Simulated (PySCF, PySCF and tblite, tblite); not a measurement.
# AlBr3.OEt2 (C₄H₁₀AlBr₃O): conformers and averaged spectra, part 2 of 2

PySCF and tblite. Atoms count from 0. The steps go on from the part before.

## Step 3: Shieldings, conformer 1: PBE0/6-31G*

Job settings and geometry (Å):

```
{"job": {"xc": "PBE0", "basis": "6-31G*", "kind": "nmr", "pop": true}, "charge": 0, "multiplicity": 1}
C      2.172274    -0.593478     0.333663
C      1.105121    -0.216541    -0.681210
O     -0.055513     0.335156    -0.040437
C     -1.043353    -0.635181     0.341966
C     -1.922199    -1.055533    -0.824524
Al    -0.262829     2.153629     0.659589
Br     1.432563     3.273275    -0.348679
Br    -2.363655     2.670179    -0.041720
Br    -0.038246     1.784304     2.897142
H      3.040742    -0.990209    -0.183512
H      1.808673    -1.343514     1.032571
H      2.476491     0.287287     0.897143
H      0.801769    -1.079784    -1.278497
H      1.487812     0.555102    -1.354061
H     -1.659864    -0.156277     1.111038
H     -0.541485    -1.495127     0.794613
H     -2.683957    -1.740458    -0.464241
H     -1.349607    -1.556238    -1.601667
H     -2.414542    -0.187339    -1.256640
```

Output:

```text
coarse grid: 78968 points
cycle   1  E = -8196.5149007502  dE = -2.337e+00  |g| = 5.162e-01  |ddm| = 3.884e+00
cycle   2  E = -8196.5123628823  dE =  2.538e-03  |g| = 5.524e-01  |ddm| = 1.165e+00
cycle   3  E = -8196.5823708035  dE = -7.001e-02  |g| = 8.628e-02  |ddm| = 5.615e-01
cycle   4  E = -8196.5834900443  dE = -1.119e-03  |g| = 3.237e-02  |ddm| = 8.582e-02
cycle   5  E = -8196.5836997490  dE = -2.097e-04  |g| = 7.136e-03  |ddm| = 3.252e-02
cycle   6  E = -8196.5837088650  dE = -9.116e-06  |g| = 2.499e-03  |ddm| = 9.857e-03
final grid: 160872 points
cycle   7  E = -8196.5836003253  dE =  1.005e-06  |g| = 3.179e-03  |ddm| = 7.751e-03
cycle   8  E = -8196.5835977873  dE =  2.538e-06  |g| = 4.397e-03  |ddm| = 9.845e-03
cycle   9  E = -8196.5836033981  dE = -5.611e-06  |g| = 4.696e-04  |ddm| = 5.629e-03
cycle  10  E = -8196.5836034387  dE = -4.059e-08  |g| = 5.444e-05  |ddm| = 3.550e-04
cycle  11  E = -8196.5836034391  dE = -4.256e-10  |g| = 4.342e-06  |ddm| = 4.605e-05
converged SCF energy = -8196.5836034391

GIAO shielding tensors (ppm)
atom      isotropic    diamagn.    paramagn.     s11        s22        s33       span
  0 C      181.718     250.062     -68.344    163.173    187.298    194.681     31.508
  1 C      132.028     244.442    -112.414     97.495    116.245    182.343     84.848
  2 O      285.650     396.323    -110.673    248.417    281.484    327.049     78.631
  3 C      132.137     244.809    -112.672     98.443    119.726    178.243     79.800
  4 C      182.383     249.950     -67.567    164.325    185.756    197.069     32.744
  5 Al     480.175     795.567    -315.392    426.993    503.401    510.129     83.136
  6 Br    2727.275    3123.652    -396.377   2600.594   2659.781   2921.451    320.857
  7 Br    2706.025    3123.597    -417.572   2576.662   2609.721   2931.692    355.030
  8 Br    2695.304    3123.600    -428.296   2542.123   2610.896   2932.894    390.771
  9 H       31.607      29.763       1.844     27.286     27.673     39.862     12.576
 10 H       30.953      31.215      -0.262     27.067     29.938     35.853      8.786
 11 H       30.573      30.610      -0.036     25.575     32.169     33.976      8.401
 12 H       28.488      31.920      -3.432     22.318     29.348     33.797     11.479
 13 H       27.537      31.357      -3.820     22.741     28.655     31.213      8.472
 14 H       27.600      31.962      -4.362     22.672     28.720     31.409      8.737
 15 H       28.515      32.027      -3.512     23.357     28.752     33.436     10.080
 16 H       31.577      29.754       1.823     27.343     27.887     39.501     12.157
 17 H       31.051      31.103      -0.053     26.069     30.401     36.682     10.613
 18 H       30.535      30.489       0.046     24.179     32.454     34.972     10.794
```

Wall time 43 s (1 thread of Intel Xeon 6975P-C, shared host); peak memory 1.2 GiB.

In short: HOMO -7.80 eV, LUMO 0.09 eV; dipole 6.96 D.

## Step 4: Shieldings, conformer 2: PBE0/6-31G*

Job settings and geometry (Å):

```
{"job": {"xc": "PBE0", "basis": "6-31G*", "kind": "nmr", "pop": false}, "charge": 0, "multiplicity": 1}
C     -1.001858     1.253948    -1.277320
C     -0.866935     1.049720     0.223421
O     -0.276208    -0.220656     0.548876
C      1.112305    -0.187723     0.909069
C      2.037552     0.235196    -0.218834
Al    -1.146241    -1.979816     0.472831
Br    -3.308533    -1.475041     0.008222
Br     0.054556    -2.965822    -1.189859
Br    -0.765753    -2.766311     2.575949
H     -1.583226     0.442324    -1.711188
H     -0.034888     1.289356    -1.769983
H     -1.526239     2.186878    -1.463312
H     -1.861297     1.059506     0.680318
H     -0.267118     1.839590     0.683212
H      1.358541    -1.211546     1.212560
H      1.229114     0.466007     1.780943
H      1.866573    -0.380794    -1.098823
H      3.064959     0.091965     0.104228
H      1.904895     1.282470    -0.477773
```

Output:

```text
coarse grid: 78968 points
cycle   1  E = -8196.5131628649  dE = -2.338e+00  |g| = 5.164e-01  |ddm| = 3.881e+00
cycle   2  E = -8196.5103221880  dE =  2.841e-03  |g| = 5.540e-01  |ddm| = 1.163e+00
cycle   3  E = -8196.5805477995  dE = -7.023e-02  |g| = 8.581e-02  |ddm| = 5.618e-01
cycle   4  E = -8196.5816564682  dE = -1.109e-03  |g| = 3.238e-02  |ddm| = 8.621e-02
cycle   5  E = -8196.5818667321  dE = -2.103e-04  |g| = 7.074e-03  |ddm| = 3.287e-02
cycle   6  E = -8196.5818757645  dE = -9.032e-06  |g| = 2.428e-03  |ddm| = 9.673e-03
final grid: 160872 points
cycle   7  E = -8196.5818775059  dE =  9.721e-07  |g| = 3.069e-03  |ddm| = 7.421e-03
cycle   8  E = -8196.5818751633  dE =  2.343e-06  |g| = 4.229e-03  |ddm| = 9.464e-03
cycle   9  E = -8196.5818803680  dE = -5.205e-06  |g| = 4.495e-04  |ddm| = 5.416e-03
cycle  10  E = -8196.5818804047  dE = -3.674e-08  |g| = 5.574e-05  |ddm| = 3.457e-04
cycle  11  E = -8196.5818804052  dE = -4.657e-10  |g| = 3.657e-06  |ddm| = 4.565e-05
converged SCF energy = -8196.5818804052

GIAO shielding tensors (ppm)
atom      isotropic    diamagn.    paramagn.     s11        s22        s33       span
  0 C      177.317     250.611     -73.294    162.330    174.275    195.347     33.017
  1 C      127.736     243.690    -115.954     88.476    112.936    181.795     93.319
  2 O      284.083     396.323    -112.241    256.163    272.818    323.266     67.103
  3 C      127.619     242.677    -115.059     95.390    110.852    176.613     81.223
  4 C      179.935     250.861     -70.927    164.828    181.630    193.346     28.517
  5 Al     479.852     795.357    -315.505    426.649    503.346    509.559     82.910
  6 Br    2718.261    3123.611    -405.351   2590.810   2646.184   2917.789    326.979
  7 Br    2690.170    3123.893    -433.723   2557.272   2599.969   2913.269    355.996
  8 Br    2706.634    3122.932    -416.297   2567.955   2602.925   2949.023    381.067
  9 H       30.263      31.259      -0.996     25.261     31.367     34.161      8.900
 10 H       30.896      31.913      -1.016     26.431     31.217     35.041      8.611
 11 H       31.485      30.121       1.363     27.225     27.679     39.550     12.325
 12 H       27.414      30.796      -3.382     23.253     27.165     31.823      8.570
 13 H       28.613      31.251      -2.638     24.240     27.427     34.173      9.933
 14 H       27.450      31.310      -3.859     21.370     29.234     31.747     10.377
 15 H       28.545      30.629      -2.084     23.321     28.205     34.109     10.788
 16 H       30.411      31.270      -0.859     25.386     31.998     33.849      8.463
 17 H       31.369      30.009       1.361     26.850     28.133     39.124     12.274
 18 H       30.878      31.714      -0.837     26.398     30.194     36.041      9.642
```

Wall time 40 s (1 thread of Intel Xeon 6975P-C, shared host); peak memory 1.2 GiB.

In short: HOMO -7.80 eV, LUMO 0.09 eV; dipole 7.00 D.

## Step 5: The ensemble: properties at PBE0/6-31G*

Job settings and geometry (Å):

```
{"job": {"study": "conf", "smiles": "CC[O+](CC)[Al-]([Br])([Br])[Br]", "search": {"seed": 6004, "n_embed": 150, "ff_keep": 22, "window": 3.0, "nmax": 10, "temps": [180, 230, 298.15, 330, 400], "t_ref": 298.15, "order": 0.0005}, "level": {"nmr": {"xc": "PBE0", "basis": "6-31G*"}}, "kind": "conf"}, "charge": 0, "multiplicity": 1}
C      2.172274    -0.593478     0.333663
C      1.105121    -0.216541    -0.681210
O     -0.055513     0.335156    -0.040437
C     -1.043353    -0.635181     0.341966
C     -1.922199    -1.055533    -0.824524
Al    -0.262829     2.153629     0.659589
Br     1.432563     3.273275    -0.348679
Br    -2.363655     2.670179    -0.041720
Br    -0.038246     1.784304     2.897142
H      3.040742    -0.990209    -0.183512
H      1.808673    -1.343514     1.032571
H      2.476491     0.287287     0.897143
H      0.801769    -1.079784    -1.278497
H      1.487812     0.555102    -1.354061
H     -1.659864    -0.156277     1.111038
H     -0.541485    -1.495127     0.794613
H     -2.683957    -1.740458    -0.464241
H     -1.349607    -1.556238    -1.601667
H     -2.414542    -0.187339    -1.256640
```

Output:

```text
conformer  sym    E(xTB)   E(DFT)   G(298.15 K)  weight  dipole/D
    1     C1      0.000    0.000    0.000   0.8707    6.956
    2     C1      0.615    0.920    1.130   0.1293    7.000

mean shielding (ppm) by class
class atoms           180 K      230 K   298.15 K      330 K      400 K
  0 C  0,4          181.906    181.781    181.608    181.533    181.385
  1 C  1,3          131.896    131.735    131.513    131.416    131.226
  2 O  2            285.584    285.527    285.447    285.413    285.345
  3 Al 5            480.161    480.149    480.133    480.126    480.112
  4 Br 6,7,8       2709.344   2709.179   2708.951   2708.852   2708.657
  5 H  9,10,11       31.042     31.036     31.028     31.024     31.017
  6 H  12,13,14      28.034     28.033     28.031     28.031     28.029
```

It took 97 s on 1 thread of Intel Xeon 6975P-C, shared host. This counts the runs that the step sums up.

The search (ETKDG, UFF, GFN2-xTB) embedded 150 structures, kept 4 distinct ones after the force field and 2 after xTB; 2 were carried on (window 3.0 kcal/mol at the search's own energies). Energies: PBE0/6-31G* with D3(BJ).

Conformer by conformer (298 K):

```tsv
no.	group	mirror pair	ΔE xTB	ΔE DFT	ΔG	weight (%)	μ (D)	C0–C1–O2–Al5 (°)	Al5–O2–C3–C4 (°)	A, B, C (GHz)
1	C1	yes	0.00	0.00	0.00	87.1	6.96	78	111	0.42, 0.38, 0.36
2	C1	yes	0.61	0.92	1.13	12.9	7.00	-76	112	0.42, 0.40, 0.34
```

Energies in kcal/mol. ΔG holds xTB vibrations and rotation, symmetry numbers and mirror pairs.

Weights (%) by temperature:

```tsv
no.	180 K	230 K	298 K	330 K	400 K
1	95.8	92.1	87.1	84.9	80.6
2	4.2	7.9	12.9	15.1	19.4
```

How the weights hang on the way they are made:

```tsv
scheme	1	2	mean μ (D)
DFT free energy	87	13	6.96
DFT energy, symmetry counted	83	17	6.96
DFT energy alone	83	17	6.96
xTB energy, symmetry counted	74	26	6.97
xTB free energy	80	20	6.96
lowest conformer only	100	0	6.96
equal weights	50	50	6.98
```

Shifts against references run at the same level (¹H TMS 32.41, ¹⁷O H2O 326.0, ¹³C TMS 196.4 ppm of shielding), by class of atoms, at 298 K:

```tsv
atoms	environment	no. 1	no. 2	average
C1, C3	sp3 CH2 bonded to O	64.3	68.7	64.9
C0, C4	methyl carbon	14.3	17.8	14.8
H12, H13, H14, H15	hydrogen on an sp3 CH2 bonded to O	4.38	4.41	4.38
H9, H10, H11 and 3 more	hydrogen on a methyl carbon	1.36	1.53	1.38
O2	donor oxygen of a Lewis adduct	40.3	41.9	40.5
Al5	aluminium bonded to 3 Br, O	480.2 (σ)	479.9 (σ)	480.1 (σ)
Br6, Br7, Br8	bromine bonded to Al	2710 (σ)	2705 (σ)	2709 (σ)
```

Effective distances for nuclear Overhauser effects, ⟨r⁻⁶⟩^(−1/6) over all pairs of two classes (Å): H9···H12 2.76.

## Step 6: What came out

This closing draws on all 2 parts.

```
                         quantity                                                value
                       conformers  2; the first in weight is no. 1 (C1), 87 % at 298 K
          root-mean-square dipole                                               6.96 D
averaged ¹³C shifts (PBE0/6-31G*)                                       64.9, 14.8 ppm
 averaged ¹H shifts (PBE0/6-31G*)                                       4.38, 1.38 ppm
```

**Reading.** Conformer 1 leads with 87 % at 298 K, and its share goes from 96 % at 180 K to 81 % at 400 K. Among conformers over 5 %, C1, C3 differ by 4.4 ppm, while the average moves by 0.7 ppm from 180 to 400 K. Spin-orbit coupling is left out, which matters at and beside the heavy atoms.
